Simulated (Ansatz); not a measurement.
# CH8FNOSi2: one species, many methods

One table from this session's results is given with a row withheld; the runs are named, their logs left out.

Program: Ansatz 0.2.0, Gaussian basis. Level of theory: functionals in def2-TZVPP, the program's frozen cores in correlated methods. These are calculated values, not measurements.

Levels to be run: PBE-D4, r2SCAN-D4, PBE0-D4, B3LYP-D4, ωB97X-V, ωB97M-V, B2PLYP; CCSD(T)/def2-TZVPP; MP2/def2-QZVPP; extrapolation to the limit.

## The geometry

An earlier PBE0-D4 in a triple-zeta def2 set relaxation fixed the geometry.

SMILES `C[SiH](F)N[SiH2]O`, 14 atoms, charge 0, spin multiplicity 1.

Atoms are counted from 1 here; the program's logs count them from 0.

Bond lengths: C1–Si2 1.849 Å, C1–H7 1.093 Å, C1–H8 1.093 Å, C1–H9 1.092 Å, Si2–F3 1.607 Å, Si2–N4 1.716 Å, Si2–H10 1.483 Å, N4–Si5 1.724 Å, N4–H11 1.010 Å, Si5–O6 1.645 Å, Si5–H12 1.487 Å, Si5–H13 1.480 Å, O6–H14 0.959 Å. Angles: Si2–C1–H7 111.0°, Si2–C1–H8 110.8°, Si2–C1–H9 110.4°, H7–C1–H8 108.3°, H7–C1–H9 108.3°, H8–C1–H9 108.0°, C1–Si2–F3 108.0°, C1–Si2–N4 110.1°, C1–Si2–H10 114.1°, F3–Si2–N4 110.3°, F3–Si2–H10 105.0°, N4–Si2–H10 109.2°, Si2–N4–Si5 128.3°, Si2–N4–H11 116.3°, Si5–N4–H11 115.0°, N4–Si5–O6 112.4°, N4–Si5–H12 105.7°, N4–Si5–H13 112.2° and more.

The first run:

Input file in.yaml:

```yaml
crystal:
  periodic: [false, false, false]
  atoms:
    - {symbol: C, position_ang: [0.556311, -0.007611, -1.804924]}
    - {symbol: Si, position_ang: [-0.240805, 1.227934, -0.684298]}
    - {symbol: F, position_ang: [0.880042, 2.289413, -0.237649]}
    - {symbol: N, position_ang: [-0.895288, 0.439756, 0.691838]}
    - {symbol: Si, position_ang: [-0.439681, -1.077297, 1.373353]}
    - {symbol: O, position_ang: [1.178720, -1.181850, 1.646601]}
    - {symbol: H, position_ang: [-0.180346, -0.712049, -2.198289]}
    - {symbol: H, position_ang: [1.324342, -0.575768, -1.273311]}
    - {symbol: H, position_ang: [1.032962, 0.496519, -2.648547]}
    - {symbol: H, position_ang: [-1.300103, 2.037685, -1.332934]}
    - {symbol: H, position_ang: [-1.565230, 0.967709, 1.233042]}
    - {symbol: H, position_ang: [-1.239127, -1.215246, 2.619768]}
    - {symbol: H, position_ang: [-0.695233, -2.204082, 0.449032]}
    - {symbol: H, position_ang: [1.583426, -0.485123, 2.166329]}
basis:
  gaussian: {orbitals: def2-TZVPP}
hamiltonian: {xc: pbe, dispersion: d4}
output: {forces: true, orbitals: {seedname: orbitals}}
```

Run with:

```sh
ansatz run in.yaml --threads 2 --pin off --events-out ev --progress --plain --max-ram 22528MiB --backend cuda --devices 0, --max-vram 18GiB
```

Steps of the session up to this table: PBE-D4 (GGA); r2SCAN-D4 (meta-GGA); PBE0-D4 (hybrid); B3LYP-D4 (hybrid); ωB97X-V (range-separated); ωB97M-V (range-separated); B2PLYP (double hybrid); CCSD(T) in def2-TZVPP; MP2 in def2-QZVPP.

One of the session's tables, all rows but one given; the rest of the session is left out.

| method | atomisation energy (eV) |
| --- | --- |
| PBE-D4 | 54.689 |
| r2SCAN-D4 | 54.336 |
| PBE0-D4 | 53.909 |
| B3LYP-D4 | 54.343 |
| ωB97X-V | 54.659 |
| ωB97M-V | 54.622 |
| B2PLYP | 53.818 |
| HF/def2-TZVPP | 40.018 |
| MP2/def2-TZVPP | ? |
| CCSD/def2-TZVPP | 52.363 |
| CCSD(T)/def2-TZVPP | 53.038 |
| MP2/CBS | 55.477 |
| CCSD(T)/CBS | 54.629 |

Q: Estimate the row for MP2/def2-TZVPP from the others.

As computed: atomisation energy (eV): 53.887. In the column «atomisation energy (eV)» it lies between B2PLYP (53.818) and PBE0-D4 (53.909).

To keep in mind: Free atoms (1 C, 2 Si, 1 F, 1 N, 1 O, 8 H) were run apart at each level; the atomisation energy is their sum less the molecule, without zero-point or spin-orbit terms.
